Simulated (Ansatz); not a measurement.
# MgO (rocksalt type): the cost of one run

Program: Ansatz 0.2.0. Level of theory: DFT PBE, with the methods named in each step. These are calculated values, not measurements.

### 1 The starting structure

Symmetry: Fm-3m, No. 225, cubic system. Conventional cell: a = 4.254 Å, b = 4.254 Å, c = 4.254 Å, α = 90.00°, β = 90.00°, γ = 90.00°. Around Mg (site symmetry m-3m) lie 6 O at 2.13 Å. O (site symmetry m-3m) has 6 Mg at 2.13 Å as nearest neighbours.

Structure file:

```cif
data_structure
_symmetry_space_group_name_H-M 'Fm-3m'
_symmetry_Int_Tables_number 225
_cell_length_a 4.2539
_cell_length_b 4.2539
_cell_length_c 4.2539
_cell_angle_alpha 90.000
_cell_angle_beta 90.000
_cell_angle_gamma 90.000
_cell_volume 76.98
loop_
_atom_site_label
_atom_site_type_symbol
_atom_site_symmetry_multiplicity
_atom_site_Wyckoff_symbol
_atom_site_fract_x
_atom_site_fract_y
_atom_site_fract_z
_atom_site_occupancy
Mg1 Mg 4 a 0.00000 0.00000 0.00000 1
O1 O 4 b 0.00000 0.50000 0.00000 1
```

The file gives the conventional cell by its symmetry; the runs use the cell typed in the input.

Atoms are numbered in the order of the input: Mg1, Mg2, O3, O4.

### 2 Bulk in the slab's orientation, LAPW

input.yaml

```yaml
crystal:
  lattice:
    - [2.1269412142, 2.1269412142, 0.0]
    - [-2.1269412142, 2.1269412142, 0.0]
    - [0.0, 0.0, 4.2538824283]
  atoms:
    - { symbol: Mg, position: [0.0, 0.0, 0.0] }
    - { symbol: Mg, position: [0.5, 0.5, 0.5] }
    - { symbol: O, position: [0.5, 0.5, 0.0] }
    - { symbol: O, position: [0.0, 0.0, 0.5] }
kpoints:
  mp_grid: { grid: [10, 10, 7] }
scf:
  occupations: { method: fermi_dirac, width: 0.02 }
hamiltonian:
  xc: pbe
  pseudopotentials: { kind: all_electron, lapw: { basis_error: 0.001 } }
output:
  forces: true
  stress: true
  eigenvalues: true
```

Launch:

```
$ ansatz run input.yaml --threads 3 --pin off --max-ram 8192MiB --backend cpu --events-out ev --progress --plain --runs-dir out
```

What time and memory should one allow on 3 threads of Intel Xeon Platinum 8488C (Sapphire Rapids), shared host?

About 5.7 s, with a peak of 0.5 GiB.
